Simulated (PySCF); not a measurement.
**C3H5BO2: geometry, NMR shifts, spin-spin couplings, electronic excitations and core binding energies**

Wanted: the NMR shifts, spin-spin couplings, electronic excitations and core binding energies of C3H5BO2 (`[BH2-]1OC=CC=[O+]1`), by calculation.

Programs: PySCF 2.14.0, with density-fitted response routines of our own. Each step states its level of theory. These are calculated values for one molecule in the gas phase, unless marked as measured. Atoms count from 0, in the outputs and in this text.

## 1. The molecule as given

11 atoms, charge 0, multiplicity 1; geometry from: GFN2-xTB.

Bonds of the start (Å): B0–O1 1.55, O1–C2 1.26, C2–C3 1.39, C3–C4 1.39, C4–O5 1.26, O5–B0 1.55, B0–H6 1.19, B0–H7 1.19, C2–H8 1.09, C3–H9 1.07, C4–H10 1.09.

## 2. Relaxing the molecule at PBE0-D3(BJ)/def2-SVP

The job: settings as JSON, then the geometry in Å.

```
{"job": {"xc": "PBE0", "basis": "def2-SVP", "d3": "d3bj", "grid": 1, "kind": "geom"}, "charge": 0, "multiplicity": 1}
B      1.522590    -0.233520     0.080110
O      0.450690    -1.348160     0.104860
C     -0.775920    -1.076740     0.047080
C     -1.310380     0.202550    -0.068740
C     -0.406670     1.258320    -0.134830
O      0.845100     1.146540    -0.089120
H      2.069560    -0.237420     1.135440
H      2.215940    -0.414260    -0.865970
H     -1.447680    -1.937430     0.091800
H     -2.370510     0.366070    -0.115360
H     -0.781880     2.279390    -0.237210
```

**Question.** This job is followed by: GIAO PBE0/pcSseg-1 NMR shielding, non-relativistic, gas phase; B3LYP/pcJ-1 indirect spin-spin coupling, non-relativistic, gas phase; TDDFT CAM-B3LYP/def2-SVPD, vertical, gas phase, core orbitals frozen in the response; GIAO wB97X-D/pcSseg-2 NMR shielding, non-relativistic, gas phase; delta-SCF UKS SCAN, pcX-2 on the ionised atom, pcseg-1 elsewhere, spin-free X2C. What will the session give for the following? rotational constants (main isotopes); ¹³C shifts against TMS (PBE0/pcSseg-1, means over atoms taken as alike); ¹H shifts against TMS (PBE0/pcSseg-1, means over atoms taken as alike); ¹¹B shifts against BF3·OEt2 (PBE0/pcSseg-1); ¹⁷O shifts against H2O (PBE0/pcSseg-1, means over atoms taken as alike); largest coupling of the table (B3LYP/pcJ-1); lowest singlet (CAM-B3LYP/def2-SVPD); brightest single state of those computed; lowest triplet; vertical ionisation energy (ΔSCF); vertical electron affinity (ΔSCF); B1s binding energies, SCAN/pcX-2; O1s binding energies, SCAN/pcX-2; C1s binding energies, SCAN/pcX-2 (standing for 1 of 3 atoms); range of the shift of O1.

The runs gave:

| quantity | value |
| --- | --- |
| rotational constants (main isotopes) | 5.56, 5.33, 2.79 GHz |
| ¹³C shifts against TMS (PBE0/pcSseg-1, means over atoms taken as alike) | 186.2, 101.7 ppm |
| ¹H shifts against TMS (PBE0/pcSseg-1, means over atoms taken as alike) | 7.46, 4.95, 4.27 ppm |
| ¹¹B shifts against BF3·OEt2 (PBE0/pcSseg-1) | 4.4 ppm |
| ¹⁷O shifts against H2O (PBE0/pcSseg-1, means over atoms taken as alike) | 288.4 ppm |
| largest coupling of the table (B3LYP/pcJ-1) | ¹J(C,H) C2–H8, 190.1 Hz |
| lowest singlet (CAM-B3LYP/def2-SVPD) | 3.63 eV (341 nm), f = 0.042 |
| brightest single state of those computed | state 9, 7.75 eV, f = 0.195 |
| lowest triplet | 2.50 eV |
| vertical ionisation energy (ΔSCF) | 9.17 eV |
| vertical electron affinity (ΔSCF) | 0.61 eV |
| B1s binding energies, SCAN/pcX-2 | B0 196.14 eV |
| O1s binding energies, SCAN/pcX-2 | O1 539.14 eV |
| C1s binding energies, SCAN/pcX-2 (standing for 1 of 3 atoms) | C3 290.99 eV |
| range of the shift of O1 | 279.6 to 288.4 ppm |

What this shows: Relaxing lowered the energy by 0.046 eV in 5 steps; the close pair that moved most is B0–H7, from 1.187 to 1.215 Å. No frequency check was run at this level, so the end point may be a saddle. The most deshielded carbon is C2, C4 (mean) (alkene carbon bearing oxygen), at 186.2 ppm: an sp2 carbon further deshielded by the attached heteroatom. H8, H10 (mean) (hydrogen on an alkene carbon bearing oxygen) lies farthest downfield among hydrogen, at 7.46 ppm; attached to an sp2 carbon and in the plane of the double bond. At PBE0/pcSseg-1: The widest tensor belongs to O1, O5: span 548 ppm, with a paramagnetic part of -351 ppm. In the run at B3LYP/pcJ-1, the largest coupling of the table is C2–H8 (mean over like pairs), 190.1 Hz, of which the Fermi-contact term gives 189.9 Hz. Couplings across rotatable bonds belong to this one conformer; where others are populated, the observed values are averages. The lowest singlet, at 3.63 eV, is HOMO→LUMO 0.99 and is weak; of the 10 states computed, the strongest absorption comes from state 9 at 7.75 eV. The lowest triplet lies 1.13 eV below the lowest singlet (triplets in Tamm-Dancoff, singlets in full TDDFT). ΔSCF puts the ionisation energy at 9.17 eV, 0.89 eV above −ε(HOMO). In ppm, O1 (with its like atoms) moves most: its shift spreads over 8.8 ppm, from 279.6 (wB97X-D/pcSseg-2) to 288.4 (PBE0/pcSseg-1). Most of that comes from the computed reference, not from the atom's own shielding.
